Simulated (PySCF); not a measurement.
# W²⁺: dipole response in aug-cc-pVDZ-PP with ECP60

How polarisable is W²⁺ at the levels listed below?

Method: unrestricted determinants in a Gaussian basis, no spin-orbit coupling in the energies. Code: PySCF 2.14.0.

## 1. Starting point

```
Element     : tungsten (Z = 74)
Basis       : aug-cc-pVDZ-PP with ECP60MDF
Hamiltonian : a scalar-relativistic core potential
State 1     : W²⁺: [Xe] 4f14 5d4, high-spin 5D determinant
Methods     : UHF, PBE, PBE0, M06-2X, PBEsol
```

The outer shells:

W2+ [Xe] 4f14 5d4
```
[Xe] core
4f [↑↓][↑↓][↑↓][↑↓][↑↓][↑↓][↑↓]
5d [↑ ][↑ ][↑ ][↑ ][  ]
```

The runs were made by one driver on top of PySCF. The scripts below sum up each run's settings (the driver also hands on starting orbitals that pick excited configurations, and frozen orbitals as a list rather than a count), and the logs come from the driver's own runs. The driver starts from symmetry-adapted Hartree-Fock orbitals, holds the occupation by maximum overlap and uses a logarithmic radial grid for functionals, so a plain start would take other cycles.

The integrals over 54 functions and the set-up took 0.28 s of CPU time.

## 2. W²⁺, method by method

**UHF**

The input, input.py:

```python
from pyscf import gto, scf, dft, mp, cc
import basis_set_exchange as bse
txt = bse.get_basis("aug-cc-pVDZ-PP", elements=["W"], fmt="nwchem", header=False)
cut = txt.index("\nECP")
mol = gto.M(atom="W 0 0 0", charge=2, spin=4, symmetry="D2h",
            basis=gto.basis.parse(txt[:cut]),
            ecp={"W": gto.basis.parse_ecp(txt[cut:])})
mf = scf.UHF(mol)
mf.irrep_nelec = {'Ag': (2, 1), 'B1g': (1, 0), 'B2g': (1, 0), 'B3g': (1, 0), 'B1u': (1, 1), 'B2u': (1, 1), 'B3u': (1, 1)}
mf.kernel()
```

Output:

```text
damping factor = 0
level_shift factor = 0
DIIS = <class 'pyscf.scf.diis.CDIIS'>
diis_start_cycle = 1
diis_space = 10
diis_damp = 0
SCF conv_tol = 1e-09
SCF conv_tol_grad = None
number electrons alpha = 8  beta = 4
cycle= 1 E= -65.9081250562371  delta_E= -0.00266  |g|= 0.0144  |ddm|= 0.0388
cycle= 2 E= -65.9082020398337  delta_E= -7.7e-05  |g|= 0.00282  |ddm|= 0.00742
cycle= 3 E= -65.9082110136615  delta_E= -8.97e-06  |g|= 0.00102  |ddm|= 0.00448
cycle= 4 E= -65.9082172637256  delta_E= -6.25e-06  |g|= 0.000799  |ddm|= 0.00439
cycle= 5 E= -65.9082270777859  delta_E= -9.81e-06  |g|= 0.000151  |ddm|= 0.0136
cycle= 6 E= -65.9082273160041  delta_E= -2.38e-07  |g|= 2.24e-05  |ddm|= 0.0022
cycle= 7 E= -65.9082273205227  delta_E= -4.52e-09  |g|= 2.32e-06  |ddm|= 0.000319
cycle= 8 E= -65.9082273205311  delta_E= -8.44e-12  |g|= 3.62e-07  |ddm|= 1.01e-05
converged SCF energy = -65.9082273205311  <S^2> = 6.0032674  2S+1 = 5.0013068
```

It used 2.6 s of CPU time after the integrals (shared host).

Orbital energies by shell (radii are means over both spins):

```
shell  electrons  mean orbital energy (eV)  spread (eV)  rms radius (bohr)
 5s α          1                   -110.96            0               1.16
 5s β          1                   -106.48            0               1.16
 5p α          3                   -71.552        0.736               1.35
 5p β          3                   -64.837        1.410               1.35
 5d α          4                   -26.012        1.202               2.00
```

⟨S²⟩ = 6.003, ⟨L²⟩ = 6.02.

The driver then solved the coupled dipole response at imaginary frequencies: mean α = 12.26 bohr³ (xx, yy, zz: 11.34, 11.34, 14.08), C₆ = 72.26 au for a like pair.

Energies and moments cover only the electrons outside the core potential. Spin-orbit coupling, absent here, splits the open shell strongly.

**PBE**

Changes to input.py:

```diff
@@ -7,3 +7,3 @@
             ecp={"W": gto.basis.parse_ecp(txt[cut:])})
-mf = scf.UHF(mol)
+mf = dft.UKS(mol, xc="PBE")
 mf.irrep_nelec = {'Ag': (2, 1), 'B1g': (1, 0), 'B2g': (1, 0), 'B3g': (1, 0), 'B1u': (1, 1), 'B2u': (1, 1), 'B3u': (1, 1)}
```

Output:

```text
damping factor = 0
level_shift factor = 0
DIIS = <class 'pyscf.scf.diis.CDIIS'>
diis_start_cycle = 1
diis_space = 10
diis_damp = 0
SCF conv_tol = 1e-09
SCF conv_tol_grad = None
number electrons alpha = 8  beta = 4
XC functionals = PBE
    J. P. Perdew, K. Burke, and M. Ernzerhof.,  Phys. Rev. Lett. 77, 3865 (1996)
    J. P. Perdew, K. Burke, and M. Ernzerhof.,  Phys. Rev. Lett. 78, 1396 (1997)
    J. P. Perdew, K. Burke, and M. Ernzerhof.,  Phys. Rev. Lett. 77, 3865 (1996)
    J. P. Perdew, K. Burke, and M. Ernzerhof.,  Phys. Rev. Lett. 78, 1396 (1997)
cycle= 1 E= -66.428781897446  delta_E= -0.00499  |g|= 0.013  |ddm|= 0.557
cycle= 2 E= -66.4288818978271  delta_E= -0.0001  |g|= 0.00497  |ddm|= 0.0603
cycle= 3 E= -66.4288942922395  delta_E= -1.24e-05  |g|= 0.000782  |ddm|= 0.0153
cycle= 4 E= -66.4288945223304  delta_E= -2.3e-07  |g|= 0.000152  |ddm|= 0.00388
cycle= 5 E= -66.4288945322231  delta_E= -9.89e-09  |g|= 9.52e-06  |ddm|= 0.000527
cycle= 6 E= -66.4288945322554  delta_E= -3.23e-11  |g|= 7.59e-07  |ddm|= 3.99e-05
converged SCF energy = -66.4288945322554  <S^2> = 6.0005939  2S+1 = 5.0002376
```

CPU time 9 s on a shared host, the integrals not counted.

The driver then solved the coupled dipole response at imaginary frequencies: mean α = 13.70 bohr³ (xx, yy, zz: 13.39, 13.39, 14.31), C₆ = 81.65 au for a like pair.

**PBE0**

Changes to input.py:

```diff
@@ -7,3 +7,3 @@
             ecp={"W": gto.basis.parse_ecp(txt[cut:])})
-mf = dft.UKS(mol, xc="PBE")
+mf = dft.UKS(mol, xc="PBE0")
 mf.irrep_nelec = {'Ag': (2, 1), 'B1g': (1, 0), 'B2g': (1, 0), 'B3g': (1, 0), 'B1u': (1, 1), 'B2u': (1, 1), 'B3u': (1, 1)}
```

Output:

```text
damping factor = 0
level_shift factor = 0
DIIS = <class 'pyscf.scf.diis.CDIIS'>
diis_start_cycle = 1
diis_space = 10
diis_damp = 0
SCF conv_tol = 1e-09
SCF conv_tol_grad = None
number electrons alpha = 8  beta = 4
XC functionals = PBE0
    C. Adamo and V. Barone.,  J. Chem. Phys. 110, 6158 (1999)
    M. Ernzerhof and G. E. Scuseria.,  J. Chem. Phys. 110, 5029 (1999)
cycle= 1 E= -66.4057498396284  delta_E= -0.00299  |g|= 0.00675  |ddm|= 0.346
cycle= 2 E= -66.4057809834035  delta_E= -3.11e-05  |g|= 0.00223  |ddm|= 0.0358
cycle= 3 E= -66.4057877240856  delta_E= -6.74e-06  |g|= 0.000733  |ddm|= 0.0122
cycle= 4 E= -66.4057911910197  delta_E= -3.47e-06  |g|= 0.000429  |ddm|= 0.00482
cycle= 5 E= -66.4057939144138  delta_E= -2.72e-06  |g|= 6.19e-05  |ddm|= 0.00755
cycle= 6 E= -66.4057939694804  delta_E= -5.51e-08  |g|= 4e-06  |ddm|= 0.0012
cycle= 7 E= -66.4057939695583  delta_E= -7.79e-11  |g|= 1.49e-07  |ddm|= 4.78e-05
converged SCF energy = -66.4057939695583  <S^2> = 6.0010045  2S+1 = 5.0004018
```

It used 11 s of CPU time after the integrals (shared host).

The driver then solved the coupled dipole response at imaginary frequencies: mean α = 13.07 bohr³ (xx, yy, zz: 12.52, 12.52, 14.17), C₆ = 77.70 au for a like pair.

**M06-2X**

Changes to input.py:

```diff
@@ -7,3 +7,3 @@
             ecp={"W": gto.basis.parse_ecp(txt[cut:])})
-mf = dft.UKS(mol, xc="PBE0")
+mf = dft.UKS(mol, xc="M062X")
 mf.irrep_nelec = {'Ag': (2, 1), 'B1g': (1, 0), 'B2g': (1, 0), 'B3g': (1, 0), 'B1u': (1, 1), 'B2u': (1, 1), 'B3u': (1, 1)}
```

Output:

```text
damping factor = 0
level_shift factor = 0
DIIS = <class 'pyscf.scf.diis.CDIIS'>
diis_start_cycle = 1
diis_space = 10
diis_damp = 0
SCF conv_tol = 1e-09
SCF conv_tol_grad = None
number electrons alpha = 8  beta = 4
XC functionals = M062X
    Y. Zhao and D. G. Truhlar.,  Theor. Chem. Acc. 120, 215 (2008)
    Y. Zhao and D. G. Truhlar.,  Theor. Chem. Acc. 120, 215 (2008)
cycle= 1 E= -66.2949669373277  delta_E= -0.00351  |g|= 0.0109  |ddm|= 0.451
cycle= 2 E= -66.2950210504453  delta_E= -5.41e-05  |g|= 0.00218  |ddm|= 0.0665
cycle= 3 E= -66.295029100234  delta_E= -8.05e-06  |g|= 0.000992  |ddm|= 0.0099
cycle= 4 E= -66.2950338017528  delta_E= -4.7e-06  |g|= 0.000691  |ddm|= 0.00483
cycle= 5 E= -66.295042567802  delta_E= -8.77e-06  |g|= 0.000352  |ddm|= 0.00963
cycle= 6 E= -66.2950454298386  delta_E= -2.86e-06  |g|= 2.66e-05  |ddm|= 0.00909
cycle= 7 E= -66.29504543478  delta_E= -4.94e-09  |g|= 3.65e-06  |ddm|= 0.000409
cycle= 8 E= -66.2950454348029  delta_E= -2.3e-11  |g|= 2.74e-07  |ddm|= 3.07e-05
converged SCF energy = -66.2950454348029  <S^2> = 6.0003516  2S+1 = 5.0001406
```

It used 33 s of CPU time after the integrals (shared host).

The driver then solved the coupled dipole response at imaginary frequencies: mean α = 13.28 bohr³ (xx, yy, zz: 12.73, 12.73, 14.40), C₆ = 78.67 au for a like pair.

**PBEsol**

Changes to input.py:

```diff
@@ -7,3 +7,3 @@
             ecp={"W": gto.basis.parse_ecp(txt[cut:])})
-mf = dft.UKS(mol, xc="M062X")
+mf = dft.UKS(mol, xc="PBEsol")
 mf.irrep_nelec = {'Ag': (2, 1), 'B1g': (1, 0), 'B2g': (1, 0), 'B3g': (1, 0), 'B1u': (1, 1), 'B2u': (1, 1), 'B3u': (1, 1)}
```

Output:

```text
damping factor = 0
level_shift factor = 0
DIIS = <class 'pyscf.scf.diis.CDIIS'>
diis_start_cycle = 1
diis_space = 10
diis_damp = 0
SCF conv_tol = 1e-09
SCF conv_tol_grad = None
number electrons alpha = 8  beta = 4
XC functionals = PBEsol
    J. P. Perdew, A. Ruzsinszky, G. I. Csonka, O. A. Vydrov, G. E. Scuseria, L. A. Constantin, X. Zhou, and K. Burke.,  Phys. Rev. Lett. 100, 136406 (2008)
    J. P. Perdew, A. Ruzsinszky, G. I. Csonka, O. A. Vydrov, G. E. Scuseria, L. A. Constantin, X. Zhou, and K. Burke.,  Phys. Rev. Lett. 100, 136406 (2008)
cycle= 1 E= -66.3082601413436  delta_E= -0.00472  |g|= 0.0175  |ddm|= 0.39
cycle= 2 E= -66.3084106996341  delta_E= -0.000151  |g|= 0.0101  |ddm|= 0.086
cycle= 3 E= -66.3084583736265  delta_E= -4.77e-05  |g|= 0.000878  |ddm|= 0.0373
cycle= 4 E= -66.308458653432  delta_E= -2.8e-07  |g|= 0.000161  |ddm|= 0.00346
cycle= 5 E= -66.3084586641894  delta_E= -1.08e-08  |g|= 1.04e-05  |ddm|= 0.000534
cycle= 6 E= -66.3084586642287  delta_E= -3.93e-11  |g|= 8.95e-07  |ddm|= 4.18e-05
converged SCF energy = -66.3084586642287  <S^2> = 6.0005799  2S+1 = 5.0002319
```

CPU time 9 s on a shared host, the integrals not counted.

The driver then solved the coupled dipole response at imaginary frequencies: mean α = 13.86 bohr³ (xx, yy, zz: 13.60, 13.60, 14.38), C₆ = 83.13 au for a like pair.

Radial density 4πr²ρ of W²⁺ at UHF, the electrons outside the core potential:

```
r (bohr)   density  spin density
   0.136  3.29e-05         0.000
   0.229  0.000199         0.000
   0.386    0.0317         0.002
   0.649      2.74         0.130
    1.09      10.9         1.837
    1.84      4.22         2.245
    3.09     0.490         0.460
    5.20   0.00752         0.007
    8.74  1.87e-05         0.000
```

## 3. The response side by side

W²⁺, in atomic units:

```
method  mean α  C₆ (like pair)  S(−4)
   UHF   12.26           72.26  60.84
   PBE   13.70           81.65  84.84
  PBE0   13.07           77.70  73.23
M06-2X   13.28           78.67  76.72
PBEsol   13.86           83.13  86.18
```

α(iu) at PBEsol:

```
u (hartree)  α(iu) (bohr³)
          0          13.86
     0.0500          13.65
      0.100          13.09
      0.200          11.44
      0.300          9.805
      0.500          7.378
      0.750          5.455
       1.00          4.204
       1.50          2.713
       2.00          1.883
       3.00          1.038
       5.00         0.4362
```

## 4. Summary of results

| quantity | value |
| --- | --- |
| α of W²⁺ | 12.26 (UHF) to 13.86 (PBEsol) bohr³ |

In words: A single London oscillator with the computed α and C₆ of W²⁺ at UHF would have ω = 4 C₆ / (3 α²) = 0.641 hartree. The basis is finite, and no extrapolation was made.
